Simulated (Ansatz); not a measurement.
# AlFH5NSi: the cost of one run

Method: RKS LDA/def2-SVP, in Ansatz 0.2.0.

### 1 The system as given

Bond lengths: N1–Al2 1.785 Å, Al2–F3 1.667 Å, Al2–Si4 2.408 Å, N1–H5 1.013 Å, N1–H6 1.014 Å, Si4–H7 1.476 Å, Si4–H8 1.477 Å, Si4–H9 1.476 Å. Angles: N1–Al2–F3 118.6°, N1–Al2–Si4 122.5°, F3–Al2–Si4 118.9°, Al2–N1–H5 127.3°, Al2–N1–H6 126.1°, H5–N1–H6 106.5°, Al2–Si4–H7 113.1°, Al2–Si4–H8 115.0°, Al2–Si4–H9 113.3°, H7–Si4–H8 105.0°, H7–Si4–H9 104.5°, H8–Si4–H9 105.0°.

As a file:

```xyz
9

N     0.5082    1.7330   -0.9360
Al    0.8759    0.1692   -0.1575
F     2.4666   -0.3192   -0.0594
Si   -0.8395   -1.2684    0.7317
H     0.4375    2.6389   -0.4888
H     0.3738    1.8898   -1.9282
H    -1.8230   -1.6930   -0.2842
H    -0.3496   -2.5237    1.3366
H    -1.6498   -0.6265    1.7857
```

### 2 Relaxing end A

The input, input.yaml:

```yaml
crystal:
  periodic: [false, false, false]
  atoms:
    - { symbol: "N", position_ang: [0.5082, 1.73297, -0.93596] }
    - { symbol: Al, position_ang: [0.87586, 0.16918, -0.15745] }
    - { symbol: F, position_ang: [2.46663, -0.31921, -0.05937] }
    - { symbol: Si, position_ang: [-0.83949, -1.26842, 0.73165] }
    - { symbol: H, position_ang: [0.43748, 2.63891, -0.4888] }
    - { symbol: H, position_ang: [0.37378, 1.8898, -1.92819] }
    - { symbol: H, position_ang: [-1.82304, -1.69298, -0.28418] }
    - { symbol: H, position_ang: [-0.34961, -2.52374, 1.33663] }
    - { symbol: H, position_ang: [-1.64981, -0.62651, 1.78567] }
basis:
  gaussian: { orbitals: def2-SVP }
hamiltonian:
  xc: lda
relax:
  f_tol: 0.015
  max_steps: 40
```

Started as:

```
$ ansatz run input.yaml --threads 1 --pin off --max-ram 2048MiB --backend cpu --events-out ev --progress --plain --runs-dir out
```

**Question.** How long does this run take on 1 thread of an Arm CPU, shared host, and how much memory does it need?

About 43 s, with a peak of 0.14 GiB.
